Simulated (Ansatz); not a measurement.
# CH3BFN (SMILES BN=CF): HF/STO-3G

What is the vertical electron affinity of CH3BFN at HF/STO-3G? 

Program for the calculation: Ansatz 0.2.0.

93 further runs of the same task are left out: 93 set aside as unsound or not needed.

**1. The structure to begin with**

CH3BFN: 7 atoms, total charge 0, spin state singlet. As SMILES, `BN=CF`. The coordinates come from a PBE0-D4/def2-TZVP relaxation.

Bond lengths: B1–N2 1.364 Å, N2–C3 1.223 Å, C3–F4 1.339 Å, B1–H5 1.196 Å, B1–H6 1.196 Å, C3–H7 1.088 Å. Angles: B1–N2–C3 178.6°, N2–C3–F4 122.5°, N2–B1–H5 118.8°, N2–B1–H6 118.8°, N2–C3–H7 126.7°, F4–C3–H7 110.8°, H5–B1–H6 122.5°.

**2. The energy at HF/STO-3G**

Input file job.yaml:

```yaml
crystal:
  periodic: [false, false, false]
  atoms:
    - {symbol: B, position_ang: [-0.480500, 1.089800, 0.570900]}
    - {symbol: N, position_ang: [0.018600, -0.008400, -0.066500]}
    - {symbol: C, position_ang: [0.466800, -1.006900, -0.611700]}
    - {symbol: F, position_ang: [0.739900, -2.132000, 0.060700]}
    - {symbol: H, position_ang: [0.284400, 1.897100, 1.009900]}
    - {symbol: H, position_ang: [-1.666300, 1.214200, 0.659800]}
    - {symbol: H, position_ang: [0.698200, -1.122000, -1.669000]}
basis:
  gaussian:
    orbitals: STO-3G
hamiltonian:
  xc: hf
accuracy: high
output:
  orbitals: {seedname: orbitals}
```

The run is started by

```sh
ansatz run job.yaml --threads 1 --pin off --max-ram 3480MiB --events-out events.jsonl --progress --plain --runs-dir runs
```

Output:

```text
Warning: RAYON_NUM_THREADS=1 ignored (pool sized by the plan → 1); use --threads N
Functional definition: HF
  name "HF"
  exchange = exact_x
  correlation = 0
432 factors; integrals over basis functions are off by at most 4.7e-8 eV
mean field evaluation 1: about -5854.9643 eV, gradient 2.9e1 eV
mean field evaluation 2: about -5855.0744 eV, gradient 2.9e1 eV
mean field evaluation 4: about -5858.0955 eV, gradient 2.5e0 eV
mean field evaluation 8: about -5858.1409 eV, gradient 8.8e-2 eV
mean field -5858.14089957 eV, -215.2827072686 hartree, gradient 1.0e-8 eV, S^2 0.000000; 0 other end points of the search recorded, 0 dependent functions left out
reference -5858.14089957 eV, -215.2827072686 hartree; 15, 15 occupied and 8, 8 virtual orbitals, 432 factors
Total energy: -5858.14089957 eV, -215.2827072686 hartree
```

Wall time 0.24 s (1 thread of Intel Xeon Platinum 8259CL at 2.50GHz (Skylake/Cascade Lake), shared host).

**3. The doublet anion at the same level**

Input file job.yaml:

```yaml
crystal:
  periodic: [false, false, false]
  atoms:
    - symbol: B
      position_ang: [-0.480500, 1.089800, 0.570900]
    - symbol: N
      position_ang: [0.018600, -0.008400, -0.066500]
    - symbol: C
      position_ang: [0.466800, -1.006900, -0.611700]
    - symbol: F
      position_ang: [0.739900, -2.132000, 0.060700]
    - symbol: H
      position_ang: [0.284400, 1.897100, 1.009900]
    - symbol: H
      position_ang: [-1.666300, 1.214200, 0.659800]
    - symbol: H
      position_ang: [0.698200, -1.122000, -1.669000]
basis:
  gaussian: {orbitals: STO-3G}
accuracy: high
total_charge: -1
magnetization: {spin_polarized: true, initial_magnetization: 1}
output: {orbitals: {seedname: orbitals}}
hamiltonian: {xc: hf}
```

The run is started by

```sh
ansatz run job.yaml --threads 1 --pin off --max-ram 3480MiB --events-out events.jsonl --progress --plain --runs-dir runs
```

Output:

```text
Warning: RAYON_NUM_THREADS=1 ignored (pool sized by the plan → 1); use --threads N
[... 4 set-up lines as earlier in the session ...]
432 factors; integrals over basis functions are off by at most 4.7e-8 eV
mean field evaluation 1: about -5845.7248 eV, gradient 2.6e1 eV
mean field evaluation 2: about -5845.8754 eV, gradient 2.6e1 eV
mean field evaluation 4: about -5851.1132 eV, gradient 3.1e0 eV
mean field evaluation 8: about -5851.2941 eV, gradient 5.6e-2 eV
mean field evaluation 16: about -5851.2945 eV, gradient 1.3e-1 eV
mean field evaluation 32: about -5851.2548 eV, gradient 4.1e0 eV
mean field evaluation 64: about -5851.3026 eV, gradient 1.6e-1 eV
mean field evaluation 96: about -5851.2946 eV, gradient 1.1e-1 eV
mean field -5851.96223444 eV, -215.0556455130 hartree, gradient 3.4e-8 eV, S^2 0.780798; 2 other end points of the search recorded, 0 dependent functions left out
reference -5851.96223444 eV, -215.0556455130 hartree; 16, 15 occupied and 7, 8 virtual orbitals, 432 factors
Total energy: -5851.96223444 eV, -215.0556455130 hartree
```

Run time: 0.6 s. Hardware: 1 thread of Intel Xeon Platinum 8259CL at 2.50GHz (Skylake/Cascade Lake), shared host.

**4. What came out**

Level: HF/STO-3G.

| quantity | value |
| --- | --- |
| singlet CH3BFN: total energy | -215.28271 Eh |
| singlet CH3BFN: HOMO energy | -9.63 eV |
| singlet CH3BFN: LUMO energy | 7.54 eV |
| singlet CH3BFN: HOMO–LUMO gap | 17.17 eV |
| doublet anion: total energy | -215.05565 Eh |
| doublet anion: HOMO energy (highest over α and β) | 4.73 eV |
| doublet anion: LUMO energy (lowest over α and β) | 16.00 eV |
| doublet anion: ⟨S²⟩ | 0.781 |
| vertical electron affinity (to the doublet anion) | -6.179 eV |

The anion lies 6.18 eV (596 kJ/mol) above the neutral: the electron isn't bound at this level, and such a value depends on the basis. Without diffuse functions anions come out too high. Hartree–Fock misses the correlation that binds many anions. In a minimal basis such a difference can be off by several eV, whatever the method. The HOMO (doublet anion) lies at positive energy, 4.73 eV: the electron is unbound at this level or held by a compact basis; values depend on the basis.
